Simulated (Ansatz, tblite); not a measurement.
# (H2Ga-mu-NH2)3 (Ga3N3H12): a ladder of methods and basis sets

Aim: run the singlet of (H2Ga-mu-NH2)3 (Ga3N3H12) at one geometry on many levels, and compare frontier levels, spin and run time.

Computed with Ansatz 0.2.0, Gaussian basis. Level: as each input shows.

The runs, in order: GFN1-xTB, GFN2-xTB, PBE-D4/def2-TZVP, r2SCAN-D4/def2-TZVP, ωB97M-V/def2-TZVP, B3LYP-D4/def2-TZVP, ωB97X-V/def2-TZVP, PBE-D4/def2-SVP, PBE0-D4/def2-SVP, HF/STO-3G, HF/6-31G, B3LYP-D4/6-31G, MP2/def2-TZVP, RPA/def2-TZVP.

2 further runs of the same task are left out: 2 set aside as unsound or not needed.

## 1. The relaxed structure

The singlet was relaxed beforehand with B3LYP-D4/def2-SVP.

18 atoms, charge 0, spin multiplicity 1.

Bond lengths: Ga1–H2 1.575 Å, Ga1–H3 1.575 Å, Ga1–N4 2.022 Å, Ga1–N12 2.023 Å, N4–Ga5 2.019 Å, N4–H13 1.023 Å, N4–H14 1.024 Å, Ga5–H6 1.576 Å, Ga5–H7 1.577 Å, Ga5–N8 2.025 Å, N8–Ga9 2.024 Å, N8–H15 1.023 Å, N8–H16 1.023 Å, Ga9–H10 1.577 Å, Ga9–H11 1.576 Å, Ga9–N12 2.018 Å, N12–H17 1.024 Å, N12–H18 1.023 Å. Angles: H2–Ga1–H3 124.4°, H2–Ga1–N4 109.2°, H2–Ga1–N12 106.3°, H3–Ga1–N4 106.5°, H3–Ga1–N12 109.3°, N4–Ga1–N12 98.2°, Ga1–N4–Ga5 115.7°, Ga1–N4–H13 108.0°, Ga1–N4–H14 109.6°, Ga5–N4–H13 107.9°, Ga5–N4–H14 110.1°, H13–N4–H14 104.9°, N4–Ga5–H6 107.7°, N4–Ga5–H7 108.6°, N4–Ga5–N8 99.3°, H6–Ga5–H7 124.2°, H6–Ga5–N8 105.9°, H7–Ga5–N8 108.3° and more.

PBE0-D4/def2-TZVP was run before; its log isn't repeated, and its numbers join the tables.

## 2. GFN1-xTB

Tight binding, by tblite at 300 K electronic temperature and without a spin-polarisation term:

```python
tblite.interface.Calculator('GFN1-xTB', numbers, positions, charge=0, uhf=0).singlepoint()
```

Energy -548.3316 eV, HOMO -11.00 eV, LUMO -4.23 eV; 0.015 s.

## 3. GFN2-xTB

Tight binding, by tblite at 300 K electronic temperature and without a spin-polarisation term:

```python
tblite.interface.Calculator('GFN2-xTB', numbers, positions, charge=0, uhf=0).singlepoint()
```

Energy -504.6934 eV, HOMO -11.39 eV, LUMO -4.50 eV; 0.009 s.

## 4. PBE-D4/def2-TZVP

start.molden holds the orbitals of an earlier run on this state, given as this run's starting guess.

File in.yaml:

```yaml
crystal:
  periodic: [false, false, false]
  atoms:
    - {symbol: Ga, position_ang: [1.953510, -0.552582, -0.516554]}
    - {symbol: H, position_ang: [2.146039, -1.751345, -1.520203]}
    - {symbol: H, position_ang: [3.135083, 0.263814, 0.130067]}
    - {symbol: N, position_ang: [0.698530, 0.805986, -1.334904]}
    - {symbol: Ga, position_ang: [-0.385586, 1.897001, -0.027269]}
    - {symbol: H, position_ang: [0.500548, 2.127780, 1.255713]}
    - {symbol: H, position_ang: [-1.116518, 3.049642, -0.817899]}
    - {symbol: N, position_ang: [-1.765164, 0.509548, 0.494330]}
    - {symbol: Ga, position_ang: [-1.210564, -1.435803, 0.433130]}
    - {symbol: H, position_ang: [-1.958929, -2.206634, 1.587733]}
    - {symbol: H, position_ang: [-1.264127, -1.853669, -1.085912]}
    - {symbol: N, position_ang: [0.730620, -1.229379, 0.946477]}
    - {symbol: H, position_ang: [1.255776, 1.453664, -1.897555]}
    - {symbol: H, position_ang: [0.078783, 0.342413, -2.004706]}
    - {symbol: H, position_ang: [-2.589932, 0.619663, -0.101002]}
    - {symbol: H, position_ang: [-2.097510, 0.733671, 1.436014]}
    - {symbol: H, position_ang: [0.814319, -0.630345, 1.772310]}
    - {symbol: H, position_ang: [1.075101, -2.143435, 1.250231]}
basis:
  gaussian: {orbitals: def2-TZVP, initial_orbitals: start.molden}
hamiltonian: {xc: pbe, dispersion: d4}
scf: {omitted_lower_state_checks: [starts]}
output: {forces: true, orbitals: {seedname: orbitals}}
```

Command:

```console
$ ansatz run in.yaml --threads 2 --pin off --events-out ev --progress --plain --max-ram 22528MiB --backend cuda --devices 0, --max-vram 18GiB
```

After this run come: r2SCAN-D4/def2-TZVP; ωB97M-V/def2-TZVP; B3LYP-D4/def2-TZVP; ωB97X-V/def2-TZVP; PBE-D4/def2-SVP; PBE0-D4/def2-SVP; HF/STO-3G; HF/6-31G; B3LYP-D4/6-31G; MP2/def2-TZVP; RPA/def2-TZVP.

Before running them: what should the planned runs give, taken together? Wanted: gap in def2-TZVP, named functionals, smallest and largest; correlation energy, MP2/def2-TZVP; binding an atom, functionals in def2-TZVP; PBE0 total energy, smallest basis above largest.

As calculated:

| quantity | value |
| --- | --- |
| gap in def2-TZVP, named functionals, smallest and largest | 5.70 eV (PBE-D4), 11.95 eV (ωB97X-V) |
| correlation energy, MP2/def2-TZVP | -37.09 eV |
| binding an atom, functionals in def2-TZVP | 3.02 (PBE0-D4) to 3.08 eV (ωB97X-V) |
| PBE0 total energy, smallest basis above largest | 25.31 eV (def2-SVP, def2-TZVP) |

What this shows: Over the named functionals in def2-TZVP the gap runs from 5.70 eV (PBE-D4) to 11.95 eV (ωB97X-V); exact exchange widens it.
